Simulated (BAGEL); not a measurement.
# C2H8OSi (SMILES CC[SiH2]O) at HF/STO-3G (density fitting with cc-pvqz-jkfit)

Aim: the vertical ionisation energy of C2H8OSi at HF/STO-3G (density fitting with cc-pvqz-jkfit), from 2 runs. 

The calculation is run with BAGEL 1.2.2.

2 further runs of the same task are left out: 1 that didn't finish, 1 set aside as unsound or not needed.

### Step 1. The molecule

The species is C2H8OSi (12 atoms), meant as a singlet with charge 0. As SMILES, `CC[SiH2]O`. The shape is that of a PBE0-D4/def2-TZVP optimisation. This is one conformer, not always the lowest.

Bond lengths: C1–C2 1.526 Å, C2–Si3 1.868 Å, Si3–O4 1.653 Å, C1–H5 1.094 Å, C1–H6 1.093 Å, C1–H7 1.093 Å, C2–H8 1.096 Å, C2–H9 1.097 Å, Si3–H10 1.494 Å, Si3–H11 1.484 Å, O4–H12 0.957 Å. Some angles: C1–C2–Si3 113.6°, C2–Si3–O4 112.4°, C1–C2–H8 110.5°, C1–C2–H9 110.5°, Si3–C2–H8 108.4°, Si3–C2–H9 107.5°, C2–C1–H5 111.5°, C2–C1–H6 111.3°, C2–C1–H7 111.8°, C2–Si3–H10 108.7°.

### Step 2. The energy at HF/STO-3G (density fitting with cc-pvqz-jkfit)

hf.json reads:

```json
{ "bagel" : [

{
  "title" : "molecule",
  "basis" : "sto-3g",
  "df_basis" : "cc-pvqz-jkfit",
  "angstrom" : true,
  "geometry" : [
    { "atom" : "C", "xyz" : [      -1.462000,      -0.315100,      -0.130400 ] },
    { "atom" : "C", "xyz" : [      -0.193100,      -0.595200,       0.670600 ] },
    { "atom" : "Si", "xyz" : [       1.348100,       0.138200,      -0.088600 ] },
    { "atom" : "O", "xyz" : [       1.258000,       1.782700,      -0.229600 ] },
    { "atom" : "H", "xyz" : [      -1.384700,      -0.701300,      -1.150800 ] },
    { "atom" : "H", "xyz" : [      -1.659100,       0.758300,      -0.198700 ] },
    { "atom" : "H", "xyz" : [      -2.341400,      -0.775300,       0.326800 ] },
    { "atom" : "H", "xyz" : [      -0.292100,      -0.210900,       1.691700 ] },
    { "atom" : "H", "xyz" : [      -0.031100,      -1.675800,       0.767200 ] },
    { "atom" : "H", "xyz" : [       1.555800,      -0.473500,      -1.435500 ] },
    { "atom" : "H", "xyz" : [       2.530600,      -0.124900,       0.769100 ] },
    { "atom" : "H", "xyz" : [       0.748100,       2.137600,      -0.957900 ] }
  ]
},

{
  "title" : "hf"
},

{
  "title" : "print",
  "file" : "orbitals.molden",
  "orbitals" : true
}

]}
```

Started as:

```
$ BAGEL_NUM_THREADS=1 BAGEL hf.json > hf.out
```

The program printed:

```text
* using 1 threads per process

  ===============================================================
  ===============================================================

  *** Geometry ***

  { "atom" : "C", "xyz" : [     -2.762780,     -0.595453,     -0.246420 ] },
  { "atom" : "C", "xyz" : [     -0.364906,     -1.124765,      1.267250 ] },
  { "atom" : "Si", "xyz" : [      2.547540,      0.261160,     -0.167430 ] },
  { "atom" : "O", "xyz" : [      2.377275,      3.368815,     -0.433881 ] },
  { "atom" : "H", "xyz" : [     -2.616704,     -1.325265,     -2.174697 ] },
  { "atom" : "H", "xyz" : [     -3.135245,      1.432979,     -0.375489 ] },
  { "atom" : "H", "xyz" : [     -4.424605,     -1.465105,      0.617562 ] },
  { "atom" : "H", "xyz" : [     -0.551989,     -0.398543,      3.196850 ] },
  { "atom" : "H", "xyz" : [     -0.058770,     -3.166803,      1.449798 ] },
  { "atom" : "H", "xyz" : [      2.940036,     -0.894785,     -2.712702 ] },
  { "atom" : "H", "xyz" : [      4.782141,     -0.236027,      1.453388 ] },
  { "atom" : "H", "xyz" : [      1.413704,      4.039479,     -1.810169 ] },

  Number of auxiliary basis functions:      874

  Since a DF basis is specified, we compute 2- and 3-index integrals:
    o Being stored without compression. Storage requirement is 0.007 GB

  Number of basis functions:       32
  Number of electrons      :       42

    * METHOD: MOLECULE                             1.00

  *** RHF ***

  === Nuclear Repulsion ===
   176.4240781653

      * DIIS with orbital gradients will be used.

  === RHF iteration (sto-3g) ===
      0       -438.87530993          0.01272487           0.06
      1       -438.93324270          0.00306030           0.06
      2       -438.93670982          0.00067919           0.06
      3       -438.93695213          0.00007580           0.06
      4       -438.93695514          0.00002118           0.06
      5       -438.93695548          0.00000372           0.06
      6       -438.93695549          0.00000091           0.06
      7       -438.93695549          0.00000017           0.06
      8       -438.93695549          0.00000005           0.06
      9       -438.93695549          0.00000001           0.06
     10       -438.93695549          0.00000000           0.06
    * SCF iteration converged.

    * Permanent dipole moment:
           (    0.275587,     0.272504,     0.295538) a.u.

    * METHOD: HF                                   0.77

    * METHOD: PRINT                                0.00

  ===============================================================
```

It took 2 s on 1 thread of Intel Xeon Platinum 8259CL at 2.50GHz (Skylake/Cascade Lake), shared host; peak memory 0.089 GiB.

### Step 3. The doublet cation, same level

input.json reads:

```json
{ "bagel" : [

{
  "title" : "molecule",
  "basis" : "sto-3g",
  "df_basis" : "cc-pvqz-jkfit",
  "angstrom" : true,
  "geometry" : [
    { "atom" : "C", "xyz" : [      -1.462000,      -0.315100,      -0.130400 ] },
    { "atom" : "C", "xyz" : [      -0.193100,      -0.595200,       0.670600 ] },
    { "atom" : "Si", "xyz" : [       1.348100,       0.138200,      -0.088600 ] },
    { "atom" : "O", "xyz" : [       1.258000,       1.782700,      -0.229600 ] },
    { "atom" : "H", "xyz" : [      -1.384700,      -0.701300,      -1.150800 ] },
    { "atom" : "H", "xyz" : [      -1.659100,       0.758300,      -0.198700 ] },
    { "atom" : "H", "xyz" : [      -2.341400,      -0.775300,       0.326800 ] },
    { "atom" : "H", "xyz" : [      -0.292100,      -0.210900,       1.691700 ] },
    { "atom" : "H", "xyz" : [      -0.031100,      -1.675800,       0.767200 ] },
    { "atom" : "H", "xyz" : [       1.555800,      -0.473500,      -1.435500 ] },
    { "atom" : "H", "xyz" : [       2.530600,      -0.124900,       0.769100 ] },
    { "atom" : "H", "xyz" : [       0.748100,       2.137600,      -0.957900 ] }
  ]
},

{
  "title" : "uhf",
  "charge" : 1,
  "nopen" : 1
},

{
  "title" : "print",
  "file" : "orbitals.molden",
  "orbitals" : true
}

]}
```

Started as:

```
$ BAGEL_NUM_THREADS=1 BAGEL input.json > input.out
```

The program printed:

```text
* using 1 threads per process

  ===============================================================
  ===============================================================

  *** Geometry ***

  { "atom" : "C", "xyz" : [     -2.762780,     -0.595453,     -0.246420 ] },
  { "atom" : "C", "xyz" : [     -0.364906,     -1.124765,      1.267250 ] },
  { "atom" : "Si", "xyz" : [      2.547540,      0.261160,     -0.167430 ] },
  { "atom" : "O", "xyz" : [      2.377275,      3.368815,     -0.433881 ] },
  { "atom" : "H", "xyz" : [     -2.616704,     -1.325265,     -2.174697 ] },
  { "atom" : "H", "xyz" : [     -3.135245,      1.432979,     -0.375489 ] },
  { "atom" : "H", "xyz" : [     -4.424605,     -1.465105,      0.617562 ] },
  { "atom" : "H", "xyz" : [     -0.551989,     -0.398543,      3.196850 ] },
  { "atom" : "H", "xyz" : [     -0.058770,     -3.166803,      1.449798 ] },
  { "atom" : "H", "xyz" : [      2.940036,     -0.894785,     -2.712702 ] },
  { "atom" : "H", "xyz" : [      4.782141,     -0.236027,      1.453388 ] },
  { "atom" : "H", "xyz" : [      1.413704,      4.039479,     -1.810169 ] },

  Number of auxiliary basis functions:      874

  Since a DF basis is specified, we compute 2- and 3-index integrals:
    o Being stored without compression. Storage requirement is 0.007 GB

  Number of basis functions:       32
  Number of electrons      :       42

    * METHOD: MOLECULE                             1.06

  *** Open-shell HF ***

  === Nuclear Repulsion ===
   176.4240781653

      * DIIS with orbital gradients will be used.

  === UHF iteration (sto-3g) ===
      0       -438.54322790          0.03007876           0.11
      1       -438.62377602          0.01969690           0.11
      2       -438.65007741          0.00875078           0.11
      3       -438.66381097          0.00521805           0.11
      4       -438.67013371          0.00521132           0.11
      5       -438.69164560          0.00259858           0.11
      6       -438.69617393          0.00064055           0.11
      7       -438.69645535          0.00061388           0.12
      8       -438.69663697          0.00040221           0.11
      9       -438.69670979          0.00081304           0.11
[... 13 lines of this table left out ...]
     23       -438.69711813          0.00000006           0.11
     24       -438.69711813          0.00000003           0.12
     25       -438.69711813          0.00000002           0.11
     26       -438.69711813          0.00000001           0.12
    * SCF iteration converged.

    * S^2 (UHF) is 0.7578

    * Permanent dipole moment:
           (   -0.770327,    -1.350992,     0.793619) a.u.

    * METHOD: UHF                                  3.19

    * METHOD: PRINT                                0.00

  ===============================================================
```

Wall time 4.5 s (1 thread of Intel Xeon Platinum 8259CL at 2.50GHz (Skylake/Cascade Lake), shared host); peak memory 0.089 GiB.

### Step 4. What came out

Level: HF/STO-3G (density fitting with cc-pvqz-jkfit).

```
                                          quantity          value
                     singlet C2H8OSi: total energy  -438.93696 Eh
                    singlet C2H8OSi: dipole moment         1.24 D
                      singlet C2H8OSi: HOMO energy       -8.84 eV
                      singlet C2H8OSi: LUMO energy       13.39 eV
                    singlet C2H8OSi: HOMO–LUMO gap       22.23 eV
                      doublet cation: total energy  -438.69712 Eh
                              doublet cation: ⟨S²⟩          0.758
vertical ionisation energy (to the doublet cation)       6.526 eV
```

Removing an electron at fixed nuclei costs 6.53 eV (630 kJ/mol). −ε(HOMO) before ionisation, 8.84 eV, is 2.31 eV above this ionisation energy. In a minimal basis such a difference can be off by several eV, whatever the method.
